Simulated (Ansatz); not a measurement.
**CH4AlNOS: up Jacob's ladder to CCSD(T)**

An exercise on one series of results from a longer session: the logs are not shown, and one member is left open.

Computed with Ansatz 0.2.0, Gaussian basis. Level: functionals in def2-TZVPP, the program's frozen cores in correlated methods.

Levels to be run: PBE-D4, r2SCAN-D4, PBE0-D4, B3LYP-D4, ωB97X-V, ωB97M-V, B2PLYP; CCSD(T)/def2-TZVPP; MP2/def2-QZVPP; extrapolation to the limit.

### The relaxed structure

An earlier PBE0-D4 in a triple-zeta def2 set relaxation fixed the geometry.

9 atoms, charge 0, spin multiplicity 1.

Atoms are counted from 1 here; the program's logs count them from 0.

Bond lengths: N1–C2 1.250 Å, N1–H6 1.013 Å, C2–O3 1.409 Å, C2–S4 1.738 Å, O3–Al5 1.967 Å, O3–H7 0.968 Å, S4–Al5 2.298 Å, Al5–H8 1.581 Å, Al5–H9 1.581 Å. Angles: C2–N1–H6 112.5°, N1–C2–O3 116.5°, N1–C2–S4 136.8°, O3–C2–S4 106.7°, C2–O3–Al5 101.0°, C2–O3–H7 111.6°, Al5–O3–H7 147.3°, C2–S4–Al5 80.0°, O3–Al5–S4 72.4°, O3–Al5–H8 108.0°, O3–Al5–H9 107.8°, S4–Al5–H8 116.5°, S4–Al5–H9 116.4°, H8–Al5–H9 122.6°.

Geometry (Å):

```xyz
9

N     0.9637    1.4508    1.2912
C     0.6208    0.6653    0.3818
O    -0.5379   -0.1016    0.6162
S     1.2024    0.2212   -1.1940
Al   -0.6638   -1.1135   -1.0662
H     1.8015    1.9716    1.0590
H    -0.9358    0.1057    1.4734
H    -0.4172   -2.6401   -0.7372
H    -1.9451   -0.6058   -1.8413
```

The first run:

in.yaml reads:

```yaml
crystal:
  periodic: [false, false, false]
  atoms:
    - {symbol: N, position_ang: [0.963744, 1.450845, 1.291242]}
    - {symbol: C, position_ang: [0.620754, 0.665347, 0.381833]}
    - {symbol: O, position_ang: [-0.537942, -0.101586, 0.616170]}
    - {symbol: S, position_ang: [1.202429, 0.221240, -1.194035]}
    - {symbol: Al, position_ang: [-0.663828, -1.113549, -1.066239]}
    - {symbol: H, position_ang: [1.801547, 1.971635, 1.058982]}
    - {symbol: H, position_ang: [-0.935798, 0.105654, 1.473426]}
    - {symbol: H, position_ang: [-0.417237, -2.640077, -0.737225]}
    - {symbol: H, position_ang: [-1.945069, -0.605808, -1.841253]}
basis:
  gaussian: {orbitals: def2-TZVPP}
hamiltonian: {xc: pbe, dispersion: d4}
output: {forces: true, orbitals: {seedname: orbitals}}
```

On the command line:

```sh
$ ansatz run in.yaml --threads 4 --pin off --events-out ev --progress --plain --max-ram 10444MiB
```

Steps of the session up to this table: PBE-D4 (GGA); r2SCAN-D4 (meta-GGA); PBE0-D4 (hybrid); B3LYP-D4 (hybrid); ωB97X-V (range-separated); ωB97M-V (range-separated); B2PLYP (double hybrid); CCSD(T) in def2-TZVPP; MP2 in def2-QZVPP.

One table of the session follows, with a row left open; its other results are not shown here.

It belongs to the step «Atomisation energies». 

```
            method  atomisation energy (kcal/mol)
            PBE-D4                          781.0
         r2SCAN-D4                          761.5
           PBE0-D4                          757.6
          B3LYP-D4                          755.6
           ωB97X-V                          762.1
           ωB97M-V                          762.5
            B2PLYP                          746.3
     HF/def2-TZVPP                              ?
    MP2/def2-TZVPP                          750.8
   CCSD/def2-TZVPP                          713.5
CCSD(T)/def2-TZVPP                          730.7
           MP2/CBS                          777.0
       CCSD(T)/CBS                          756.9
```

Q: Estimate the row for HF/def2-TZVPP from the others.

**Answer.** atomisation energy (kcal/mol): 501.7. In the column «atomisation energy (kcal/mol)» it is the lowest.
